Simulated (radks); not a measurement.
# Ionisation energy and size from Zr to Sb

One table from this session's results is given with a row withheld; the runs are named, their logs left out.

The numbers are computed with radks (a radial shooting solver on a logarithmic mesh, Libxc functionals) version 1 (Dirac Kohn-Sham, PBE, spin-unpolarised, spherical densities, finite nucleus; open shells fill j = l - 1/2 first), except any that are marked as measured or tabulated.

### Starting point

```
species : Zr, Nb, Mo, Tc, Ru, Rh, Pd, Ag, Cd, In, Sn, Sb
runs    : 24, each species and its next ion
```

The first run:

Input:

```text
Z 40
configuration [Kr] 4d2 5s2
relativity Dirac
functional pbe,pbe
spin unpolarised
j_filling energy
nucleus finite rms 4.2694 fm
c 137.035999084
```

Among the steps run: Zr, [Kr] 4d2 5s2.

One table of the session follows, with a row left open; its other results are not shown here.

It belongs to the step «Zr, [Kr] 4d2 5s2». Sizes of the orbitals, from the radial functions (bohr):

```
level     <r>  outermost maximum (interpolated)  90 % within  nodes
3d3/2  0.4505                             0.346        0.725      0
3d5/2  0.4540                             0.349        0.730      0
4s1/2   1.213                              1.08         1.77      3
4p1/2       ?                                 ?            ?      ?
4p3/2   1.379                              1.19         2.05      2
5s1/2   3.733                              3.16         5.55      4
4d3/2   2.286                              1.59         3.80      1
4d5/2   2.315                              1.60         3.86      1
```

Q: Estimate the row for 4p1/2 from the others.

As computed: <r>: 1.348; outermost maximum (interpolated): 1.16; 90 % within: 2.01; nodes: 2. In the column «<r>» it lies between 4s1/2 (1.213) and 4p3/2 (1.379).

Caveats from the session: For Zr, Nb, Mo the highest level isn't the widest one, so −ε(HOMO) and <r> belong to different orbitals, and Δ-SCF follows the ion's typed configuration. Spin polarisation and multiplet splitting are left out, so open shells lie too high by an amount that depends on their filling.
